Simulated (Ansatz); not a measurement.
Write a Python script for Ansatz 0.2.0, Python API that makes a geometry optimisation of H₄S₄Si, SMILES S[Si](S)(S)S. Level of theory: PBE0, def2-SVP basis, multiplicity 1.

`h4s4si.xyz`
```text
9

S    -0.69690    1.05530   -1.64710
Si   -0.01130   -0.00900   -0.00430
S     2.07060    0.19950    0.08840
S    -0.43210   -2.04580   -0.24520
S    -0.88030    0.72640    1.76680
H    -2.01980    0.72260   -1.53380
H     2.37370   -0.22640   -1.14020
H     0.00860   -2.43720    0.93900
H    -0.32390    1.96830    1.75930
```

`h4s4si_opt.py`:
```python
"""Relax the H4S4Si molecule."""

import itertools

import ansatz as az
from ase.data import atomic_numbers, covalent_radii
import numpy as np


def main() -> None:
    geometry = az.Crystal.molecule_from_extxyz("h4s4si.xyz")

    calculation = (
        geometry.calculation()
        .basis(gaussian="def2-SVP")  # the orbital basis, by name
        .functional("pbe0")
        .accuracy("medium")
    )
    symbols = [site.symbol for site in geometry.cartesian_sites]
    start = np.array([site.position_ang for site in geometry.cartesian_sites], dtype=float)
    def progress(event):
        if event["event"] == "relax_step":
            row = event["data"]
            print(f"step {row['step']:3d}  E = {row['lagrangian_ev']:.6f} eV  largest force component {row['allowed_force_max_ev_ang']:.4f} eV/A")


    summary = calculation.relax(force_tolerance=0.005).session().plan().execute(on_event=progress).report
    end = np.array(summary["positions_ang"])

    print("reference energy %16.6f eV" % summary["reference_energy_ev"])
    print("total energy     %16.6f eV" % summary["free_energy_ev"])
    print("occupied orbitals outside the frozen core (up, down):", summary["n_occupied"], " frozen:", summary["n_frozen"], " virtual:", summary["n_virtual"])

    # pairs closer than 1.2 times the sum of covalent radii, before or after
    radius = [covalent_radii[atomic_numbers[s]] for s in symbols]
    span = lambda where, i, j: np.linalg.norm(where[i] - where[j])
    bonded = [(i, j) for i, j in itertools.combinations(range(len(symbols)), 2) if min(span(start, i, j), span(end, i, j)) < 1.2 * (radius[i] + radius[j])]
    print("pair        before    after (A)")
    for i, j in bonded:
        print(f"{symbols[i]}{i}-{symbols[j]}{j}".ljust(10), f"{span(start, i, j):8.4f} {span(end, i, j):8.4f}")
    for first, second in list(itertools.combinations(bonded, 2)):
        shared = set(first) & set(second)
        if shared and symbols[(j := shared.pop())] != "H":
            i, k = sorted((set(first) | set(second)) - {j})
            u, v = end[i] - end[j], end[k] - end[j]
            angle = np.degrees(np.arccos(np.clip(u @ v / np.linalg.norm(u) / np.linalg.norm(v), -1, 1)))
            print(f"final angle {symbols[i]}{i}-{symbols[j]}{j}-{symbols[k]}{k}: {angle:.2f} deg")

    charges = summary["charge_distribution"]
    print("dipole moment", round(4.803205 * float(np.linalg.norm(charges["dipole_moment_e_ang"])), 3), "D")
    print("Mulliken:", [(s, round(q, 3)) for s, q in zip(symbols, charges["mulliken_charges_e"])])


if __name__ == "__main__":
    main()
```

`python h4s4si_opt.py` gives:
```text
step   1  E = -51253.175042 eV  largest force component 1.1679 eV/A
step   2  E = -51253.303527 eV  largest force component 0.6216 eV/A
step   3  E = -51253.369403 eV  largest force component 0.2527 eV/A
step   4  E = -51253.375134 eV  largest force component 0.0533 eV/A
step   5  E = -51253.379356 eV  largest force component 0.0119 eV/A
step   6  E = -51253.379345 eV  largest force component 0.3029 eV/A
step   7  E = -51253.380159 eV  largest force component 0.0366 eV/A
step   8  E = -51253.383226 eV  largest force component 0.0632 eV/A
step   9  E = -51253.383801 eV  largest force component 0.0539 eV/A
step  10  E = -51253.383990 eV  largest force component 0.0318 eV/A
step  11  E = -51253.384080 eV  largest force component 0.0006 eV/A
reference energy    -51253.384104 eV
total energy        -51253.384104 eV
occupied orbitals outside the frozen core (up, down): [41, 41]  frozen: 0  virtual: [69, 69]
pair        before    after (A)
S0-Si1       2.0740   2.1388
S0-H5        1.3688   1.3529
Si1-S2       2.0944   2.1388
Si1-S3       2.0937   2.1388
Si1-S4       2.1054   2.1388
S2-H6        1.3352   1.3529
S3-H7        1.3228   1.3529
S4-H8        1.3609   1.3529
final angle Si1-S0-H5: 94.50 deg
final angle S0-Si1-S2: 105.89 deg
final angle S0-Si1-S3: 105.90 deg
final angle S0-Si1-S4: 116.90 deg
final angle S2-Si1-S3: 116.89 deg
final angle S2-Si1-S4: 105.90 deg
final angle Si1-S2-H6: 94.51 deg
final angle S3-Si1-S4: 105.89 deg
final angle Si1-S3-H7: 94.50 deg
final angle Si1-S4-H8: 94.50 deg
dipole moment 0.001 D
Mulliken: [('S', -0.229), ('Si', 0.458), ('S', -0.229), ('S', -0.229), ('S', -0.229), ('H', 0.114), ('H', 0.114), ('H', 0.114), ('H', 0.114)]
```

Notes:
- These settings explore the input space; basis and method may be short of convergence.
- The end point is the stationary point reached from this start; no frequency run checks that it is a minimum, and the basis set is modest.
- Wall time of the script: 70 s on 1 thread of Arm Neoverse V1, on a shared host, peak memory 0.35 GiB.

(Lines on the test bed's own set-up are left out of the output.)
